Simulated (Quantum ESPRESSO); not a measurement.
Ta4Al, 5 atoms in the cell. Symmetry: Im-3m, No. 229, cubic system. The conventional cell has a = 5.930 Å, b = 5.930 Å, c = 5.930 Å, α = 90.00°, β = 90.00°, γ = 90.00°. Ta (site symmetry -3m) has 2 Al at 2.57 Å as nearest neighbours. Al (site symmetry m-3m) has 8 Ta at 2.57 Å as nearest neighbours. The cell was built by a generator and needn't be a form met in nature.

* Program: Quantum ESPRESSO 7.5
* Task: phonons
* Functional: LDA
* Potentials or basis: PseudoDojo 0.4.1 SR LDA standard
* Cutoff: 789 eV
* Density cutoff: 3157 eV
* k mesh: 5 × 5 × 5
* Occupations: cold, width 0.2 eV
* Spin: no spin polarisation
* Form of the LDA correlation: PW92
* Mixing beta: 0.5
* Most SCF iterations: 120
* SCF threshold: 1e-09 Ry

Potentials or basis: PseudoDojo 0.4.1 SR LDA standard.

Command:

```console
$ OMP_NUM_THREADS=1 mpirun -n 4 pw.x -nk 2 -in pw.in > pw.out
$ OMP_NUM_THREADS=1 mpirun -n 4 pw.x -nk 2 -in relax.in > relax.out
$ OMP_NUM_THREADS=1 mpirun -n 4 pw.x -nk 2 -in scf2.in > scf2.out
$ OMP_NUM_THREADS=1 mpirun -n 4 ph.x -nk 2 -in ph.in > ph.out
$ OMP_NUM_THREADS=1 mpirun -n 1 dynmat.x -in dynmat.in > dynmat.out
```

Hardware: 4 MPI ranks on Arm Neoverse V2, on a shared host.

Task: Estimate the wall time of this run.

Result: Wall time 7.8 min on 4 MPI ranks on Arm Neoverse V2, with other jobs on the host, peak memory 0.32 GiB a rank. Counts: scf iterations 58, k pools 2, bands 37, ion steps 5, k points 10, g dense 41907.
